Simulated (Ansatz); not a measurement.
# BH5S (B(H2S)H3) at HF/STO-3G

What is the electronic atomisation energy of BH5S (B(H2S)H3) at HF/STO-3G? 

The results are computed with Ansatz 0.2.0.

43 further runs of the same task are left out: 43 set aside as unsound or not needed.

## (1) The system as given

The species is BH5S (7 atoms), meant as a singlet with charge 0. SMILES: `[H]B([H])([H])<-S`. The coordinates come from a GFN2-xTB relaxation.

Bond lengths: B1–S2 2.040 Å, S2–H3 1.336 Å, S2–H4 1.337 Å, B1–H5 1.181 Å, B1–H6 1.184 Å, B1–H7 1.181 Å. Angles: B1–S2–H3 98.0°, B1–S2–H4 98.0°, S2–B1–H5 102.5°, S2–B1–H6 103.4°, S2–B1–H7 102.5°, H3–S2–H4 92.0°, H5–B1–H6 115.4°, H5–B1–H7 114.9°, H6–B1–H7 115.4°.

## (2) The energy at HF/STO-3G

File job.yaml:

```yaml
crystal:
  periodic: [false, false, false]
  atoms:
    - symbol: B
      position_ang: [0.127630, -0.217240, -0.817090]
    - symbol: S
      position_ang: [0.134050, -0.231310, 1.222430]
    - symbol: H
      position_ang: [0.506250, 1.037510, 1.415020]
    - symbol: H
      position_ang: [-1.154430, 0.067690, 1.414850]
    - symbol: H
      position_ang: [1.280190, -0.216980, -1.075620]
    - symbol: H
      position_ang: [-0.453000, 0.779570, -1.081760]
    - symbol: H
      position_ang: [-0.440700, -1.219250, -1.077830]
basis:
  gaussian:
    orbitals: STO-3G
hamiltonian:
  xc: hf
accuracy: high
```

Run with:

```bash
$ ansatz run job.yaml --threads 1 --pin off --max-ram 2610MiB --events-out events.jsonl --progress --plain --runs-dir runs
```

Standard output:

```text
Warning: RAYON_NUM_THREADS=1 ignored (pool sized by the plan → 1); use --threads N
Functional definition: HF
  name "HF"
  exchange = exact_x
  correlation = 0
329 factors; integrals over basis functions are off by at most 8.7e-9 eV
mean field evaluation 1: about -11439.4548 eV, gradient 1.3e1 eV
mean field evaluation 2: about -11439.5078 eV, gradient 1.3e1 eV
mean field evaluation 4: about -11440.3430 eV, gradient 2.9e-1 eV
mean field evaluation 8: about -11440.3429 eV, gradient 1.2e-6 eV
mean field -11440.34286568 eV, -420.4248457708 hartree, gradient 6.2e-9 eV, S^2 0.000000; 0 other end points of the search recorded, 0 dependent functions left out
reference -11440.34286568 eV, -420.4248457708 hartree; 13, 13 occupied and 6, 6 virtual orbitals, 329 factors
Total energy: -11440.34286568 eV, -420.4248457708 hartree
```

It took 0.08 s on 1 thread of Arm Neoverse V2, shared host.

## (3) The B atom

File run.yaml:

```yaml
crystal:
  periodic: [false, false, false]
  atoms:
    - {symbol: B, position_ang: [0.000000, 0.000000, 0.000000]}
basis:
  gaussian:
    orbitals: STO-3G
magnetization:
  spin_polarized: true
  initial_magnetization: 1
hamiltonian:
  xc: hf
accuracy: high
```

Run the same way, it converges to -24.14899 Eh (log not shown).

## (4) The H atom

File in.yaml:

```yaml
crystal:
  periodic: [false, false, false]
  atoms:
    - {symbol: H, position_ang: [0.000000, 0.000000, 0.000000]}
basis:
  gaussian:
    orbitals: STO-3G
magnetization:
  spin_polarized: true
  initial_magnetization: 1
hamiltonian:
  xc: hf
accuracy: high
```

Run the same way, it converges to -0.46658 Eh (log not shown).

## (5) The S atom at the same level

File in.yaml:

```yaml
crystal:
  periodic: [false, false, false]
  atoms:
    - {symbol: S, position_ang: [0.000000, 0.000000, 0.000000]}
basis:
  gaussian:
    orbitals: STO-3G
magnetization:
  spin_polarized: true
  initial_magnetization: 2
hamiltonian:
  xc: hf
accuracy: high
```

Run the same way, it converges to -393.13022 Eh (log not shown).

## (6) Summary of results

At HF/STO-3G:

| quantity | value |
| --- | --- |
| molecule: total energy | -420.42485 Eh |
| B atom: total energy | -24.14899 Eh |
| B atom: ⟨S²⟩ | 0.750 |
| H atom: total energy | -0.46658 Eh |
| H atom: ⟨S²⟩ | 0.750 |
| S atom: total energy | -393.13022 Eh |
| S atom: ⟨S²⟩ | 2.000 |
| electronic atomisation energy | 22.115 eV |

In words: Taking the molecule apart into free atoms costs 22.12 eV (2134 kJ/mol), before zero-point energy and without spin-orbit coupling. Hartree–Fock lacks the correlation of the bonding pairs, which as a rule makes this value much too low; in minimal bases other errors can mask that. In a minimal basis such a difference can be off by several eV, whatever the method.
